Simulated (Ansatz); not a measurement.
**C₂H₆O₂Si: basis-set convergence**

The task here is to estimate one member of a computed series from the others.

Program: Ansatz 0.2.0, Gaussian basis. Level of theory: one geometry, several basis sets. These are calculated values, not measurements.

Plan: PBE0-D4/def2-SVP; ωB97M-V/def2-SVP; PBE0-D4/def2-QZVPP; ωB97M-V/def2-QZVPP; the functionals' def2-TZVPP values are taken from earlier runs.

### The relaxed structure

An earlier PBE0-D4 in a triple-zeta def2 set relaxation fixed the geometry.

11 atoms, charge 0, spin multiplicity 1.

Atoms are counted from 1 here; the program's logs count them from 0.

Bond lengths: C1–O2 1.400 Å, C1–O5 1.409 Å, C1–H6 1.091 Å, C1–H7 1.102 Å, O2–C3 1.428 Å, C3–Si4 1.894 Å, C3–H8 1.099 Å, C3–H9 1.090 Å, Si4–O5 1.660 Å, Si4–H10 1.484 Å, Si4–H11 1.486 Å. Angles: O2–C1–O5 110.4°, O2–C1–H6 107.2°, O2–C1–H7 110.5°, O5–C1–H6 109.5°, O5–C1–H7 108.9°, H6–C1–H7 110.3°, C1–O2–C3 109.8°, O2–C3–Si4 100.4°, O2–C3–H8 110.9°, O2–C3–H9 107.6°, Si4–C3–H8 112.6°, Si4–C3–H9 116.5°, H8–C3–H9 108.4°, C3–Si4–O5 92.8°, C3–Si4–H10 115.7°, C3–Si4–H11 114.9°, O5–Si4–H10 111.1°, O5–Si4–H11 112.0° and more.

The first run:

Input file in.yaml:

```yaml
crystal:
  periodic: [false, false, false]
  atoms:
    - {symbol: C, position_ang: [-0.766850, 1.178781, 0.200392]}
    - {symbol: O, position_ang: [0.108071, 0.663904, 1.164364]}
    - {symbol: C, position_ang: [0.417256, -0.697133, 0.860386]}
    - {symbol: Si, position_ang: [0.518180, -0.610475, -1.029360]}
    - {symbol: O, position_ang: [-0.350555, 0.802457, -1.092234]}
    - {symbol: H, position_ang: [-0.741729, 2.266087, 0.289895]}
    - {symbol: H, position_ang: [-1.789389, 0.804927, 0.368266]}
    - {symbol: H, position_ang: [-0.379305, -1.368446, 1.211230]}
    - {symbol: H, position_ang: [1.337777, -0.951574, 1.384763]}
    - {symbol: H, position_ang: [1.878452, -0.427482, -1.592825]}
    - {symbol: H, position_ang: [-0.166611, -1.718146, -1.744276]}
basis:
  gaussian: {orbitals: def2-SVP}
hamiltonian: {xc: pbe0, dispersion: d4}
output: {orbitals: {seedname: orbitals}}
```

Steps of the session up to this table: PBE0-D4 in def2-SVP; ωB97M-V in def2-SVP; PBE0-D4 in def2-QZVPP; ωB97M-V in def2-QZVPP.

One table of the session follows, with a row left open; its other results are not shown here.

It belongs to the step «Functionals by basis». 

```
functional       basis  HOMO (eV)  LUMO (eV)
   PBE0-D4    def2-SVP      -7.65       0.65
   PBE0-D4  def2-TZVPP      -7.74       0.15
   PBE0-D4  def2-QZVPP      -7.77      -0.02
   ωB97M-V    def2-SVP     -10.01       2.57
   ωB97M-V  def2-TZVPP     -10.11       1.78
   ωB97M-V  def2-QZVPP          ?          ?
```

Q: Estimate the row for ωB97M-V, def2-QZVPP from the others.

**Answer.** HOMO (eV): -10.15; LUMO (eV): 1.37. In the column «HOMO (eV)» it is the lowest.
